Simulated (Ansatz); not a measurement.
## GaN, space group F-43m: a convergence test of the plane-wave cutoff, step by step

With Ansatz 0.2.0, Python API.

The cells in order, each with its output:

**Cell 1**
```python
import warnings

import ansatz as az
from tabulate import tabulate
```

**Cell 2**
```python
warnings.simplefilter("ignore", az.DeckWarning)
```

**Cell 3**
```python
structure = (
    az.Lattice.fcc(4.507001)
    .space_group(216)
    .atom("Ga", (0.0, 0.0, 0.0))
    .atom("N", (0.25, 0.25, 0.25))
    .primitive()
)
```

**Cell 4**
```python
job = (
    structure.calculation()
    .occupations("Fixed")
    .kpoints(8, 8, 8)
    .functional("LDA")
    .forces()
    .stress()
)
```

**Cell 5**
```python
rows = []
for value in [300, 400, 500, 600, 700, 800]:
    report = job.basis(value).run().report
    rows.append((value, report["free_energy_ev"] / len(report["lattice"]["sites"]), report["n_iterations"], sum(report["stress_gpa"][i][i] for i in range(3)) / 3, max(abs(f) for row in report["forces_ev_ang"] for f in row), report["n_pw"]))

print(tabulate(rows, headers=["cutoff (eV)", "F/atom (eV)", "iterations", "P (GPa)", "max component (eV/A)", "plane waves"], floatfmt=".4f", tablefmt="simple"))
```
Output:
```text
  cutoff (eV)    F/atom (eV)    iterations    P (GPa)    max component (eV/A)    plane waves
-------------  -------------  ------------  ---------  ----------------------  -------------
          300     -2040.8348             6    -6.5173                  0.0000            283
          400     -2041.0286             6    -6.4867                  0.0000            411
          500     -2041.0376             6    -6.5173                  0.0000            561
          600     -2041.0378             6    -6.5212                  0.0000            749
          700     -2041.0379             6    -6.5249                  0.0000            941
          800     -2041.0380             7    -6.5275                  0.0000           1243
```

**Cell 6**
```python
# the last row is the reference
for row in rows[:-1]:
    shift = 1000 * (row[1] - rows[-1][1])
    print(f"{row[0]}: {shift:+.2f} meV/atom" + ("  (within 5 meV)" if abs(shift) < 5 else ""))
```
Output:
```text
300: +203.28 meV/atom
400: +9.41 meV/atom
500: +0.46 meV/atom  (within 5 meV)
600: +0.29 meV/atom  (within 5 meV)
700: +0.10 meV/atom  (within 5 meV)
```

From 500 eV on it stays within 5 meV an atom of the value at 800 eV; the first row (300 eV) is off by 203.3 meV and the last but one by 0.10 meV. The energy falls steadily, as expected when plane waves are added. The pressure moves from -6.52 to -6.53 GPa (the program's stress holds a Pulay correction, so it settles early).

Reading the output:
- Forces vanish by symmetry here and test nothing.
- Pressure is positive in compression.
- The structure comes from a database of computed cells and needn't be a stable or known phase.
- Shifts are counted from the last row, which is itself no proven limit.
- The script silences the warnings on its input, which a real study should read.
- Timing: 7.3 s on 1 thread of Arm Neoverse V2, on a shared host, peak memory 0.37 GiB.
